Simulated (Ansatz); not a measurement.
**C2H3F3 (SMILES FCC(F)F) at r2SCAN/def2-SVP**

Aim: the electronic atomisation energy of C2H3F3 at r2SCAN/def2-SVP, from 4 runs. 

The results are computed with Ansatz 0.2.0.

54 further runs of the same task are left out: 54 set aside as unsound or not needed.

## Step 1: The molecule

C2H3F3 has 8 atoms, charge 0, and is taken as a singlet. SMILES: `FCC(F)F`. The shape is that of a PBE0-D4/def2-TZVP optimisation. This is one conformer, not always the lowest.

Bond lengths: F1–C2 1.372 Å, C2–C3 1.509 Å, C3–F4 1.352 Å, C3–F5 1.356 Å, C2–H6 1.093 Å, C2–H7 1.093 Å, C3–H8 1.095 Å. Some angles: F1–C2–C3 109.3°, C2–C3–F4 110.4°, C2–C3–F5 108.3°, F4–C3–F5 107.9°, F1–C2–H6 109.4°, F1–C2–H7 109.2°, C3–C2–H6 109.5°, C3–C2–H7 109.4°, C2–C3–H8 113.0°, F4–C3–H8 108.2°.

## Step 2: A single-point energy at r2SCAN/def2-SVP

The input, job.yaml:

```yaml
crystal:
  periodic: [false, false, false]
  atoms:
    - {symbol: F, position_ang: [-1.142800, -0.681000, 1.163100]}
    - {symbol: C, position_ang: [-0.188200, 0.195100, 0.711800]}
    - {symbol: C, position_ang: [0.172900, -0.152400, -0.711300]}
    - {symbol: F, position_ang: [0.824200, -1.335800, -0.756500]}
    - {symbol: F, position_ang: [1.011700, 0.803600, -1.182200]}
    - {symbol: H, position_ang: [0.701700, 0.118900, 1.342500]}
    - {symbol: H, position_ang: [-0.588500, 1.211500, 0.747300]}
    - {symbol: H, position_ang: [-0.698800, -0.217000, -1.370500]}
basis:
  gaussian: {orbitals: def2-SVP}
hamiltonian: {xc: r2scan}
accuracy: high
output: {orbitals: {seedname: orbitals}}
```

Launch:

```bash
ansatz run job.yaml --threads 1 --pin off --max-ram 3480MiB --events-out events.jsonl --progress --plain --runs-dir runs
```

The log of the run:

```text
Warning: RAYON_NUM_THREADS=1 ignored (pool sized by the plan → 1); use --threads N
Functional definition: r2SCAN
  name "r2SCAN"
  parameter k0 = 0.174
  parameter k1 = 0.065
  parameter a1 = 4.9479
  exchange = r2scan_x(k0 = k0, k1 = k1, a1 = a1)
  correlation = r2scan_c
1972 factors; integrals over basis functions are off by at most 3.4e-9 eV
mean field evaluation 1: about -10258.4101 eV, gradient 3.4e1 eV
mean field evaluation 2: about -10258.3774 eV, gradient 3.5e1 eV
mean field evaluation 4: about -10260.5298 eV, gradient 1.9e0 eV
mean field evaluation 8: about -10260.5369 eV, gradient 1.2e-1 eV
mean field evaluation 16: about -10260.5369 eV, gradient 1.9e-5 eV
mean field -10260.53689597 eV, -377.0677760852 hartree, gradient 4.2e-8 eV, S^2 0.000000; 0 other end points of the search recorded, 0 dependent functions left out
reference -10260.53689647 eV, -377.0677761035 hartree; 21, 21 occupied and 64, 64 virtual orbitals, 1972 factors
Total energy: -10260.53689647 eV, -377.0677761035 hartree
```

It took 11 s on 1 thread of Arm Neoverse V1, shared host; peak memory 0.26 GiB.

## Step 3: The C atom, same level

The input, molecule.yaml:

```yaml
crystal:
  periodic: [false, false, false]
  atoms:
    - {symbol: C, position_ang: [0.000000, 0.000000, 0.000000]}
basis:
  gaussian:
    orbitals: def2-SVP
accuracy: high
hamiltonian:
  xc: r2scan
magnetization:
  spin_polarized: true
  initial_magnetization: 2
```

Run the same way, it converges to -37.78739 Eh (log not shown).

## Step 4: The F atom

The input, in.yaml:

```yaml
crystal:
  periodic: [false, false, false]
  atoms:
    - {symbol: F, position_ang: [0.000000, 0.000000, 0.000000]}
basis:
  gaussian: {orbitals: def2-SVP}
magnetization: {spin_polarized: true, initial_magnetization: 1}
hamiltonian: {xc: {name: r2SCAN}}
accuracy: high
```

Run the same way, it converges to -99.59877 Eh (log not shown).

## Step 5: The H atom at the same level

The input, molecule.yaml:

```yaml
crystal:
  periodic: [false, false, false]
  atoms:
    - {symbol: H, position_ang: [0.000000, 0.000000, 0.000000]}
basis:
  gaussian: {orbitals: def2-SVP}
accuracy: high
hamiltonian: {xc: {name: r2SCAN}}
magnetization: {spin_polarized: true, initial_magnetization: 1}
```

Launch:

```bash
ansatz run molecule.yaml --threads 1 --pin off --max-ram 3480MiB --events-out events.jsonl --progress --plain --runs-dir runs
```

The log of the run, shortened:

```text
Warning: RAYON_NUM_THREADS=1 ignored (pool sized by the plan → 1); use --threads N
[... 7 set-up lines as earlier in the session ...]
15 factors; integrals over basis functions are off by at most 8.9e-10 eV
mean field evaluation 1: about -13.5844 eV, gradient 1.2e-3 eV
mean field evaluation 2: about -13.5842 eV, gradient 3.4e-3 eV
mean field evaluation 4: about -13.5842 eV, gradient 2.8e-5 eV
mean field -13.58416968 eV, -0.4992090282 hartree, gradient 1.0e-8 eV, S^2 0.750000; 0 other end points of the search recorded, 0 dependent functions left out
reference -13.58417057 eV, -0.4992090606 hartree; 1, 0 occupied and 4, 5 virtual orbitals, 15 factors
Total energy: -13.58417057 eV, -0.4992090606 hartree
```

It took 0.42 s on 1 thread of Arm Neoverse V1, shared host.

## Step 6: Summary of results

Level: r2SCAN/def2-SVP.

| quantity | value |
| --- | --- |
| molecule: total energy | -377.06778 Eh |
| molecule: HOMO energy | -8.13 eV |
| molecule: LUMO energy | 1.28 eV |
| molecule: HOMO–LUMO gap | 9.41 eV |
| C atom: total energy | -37.78739 Eh |
| C atom: ⟨S²⟩ | 2.005 |
| F atom: total energy | -99.59877 Eh |
| F atom: ⟨S²⟩ | 0.751 |
| H atom: total energy | -0.49921 Eh |
| H atom: ⟨S²⟩ | 0.750 |
| electronic atomisation energy | 32.628 eV |

Taking the molecule apart into free atoms costs 32.63 eV (3148 kJ/mol), before zero-point energy and without spin-orbit coupling.
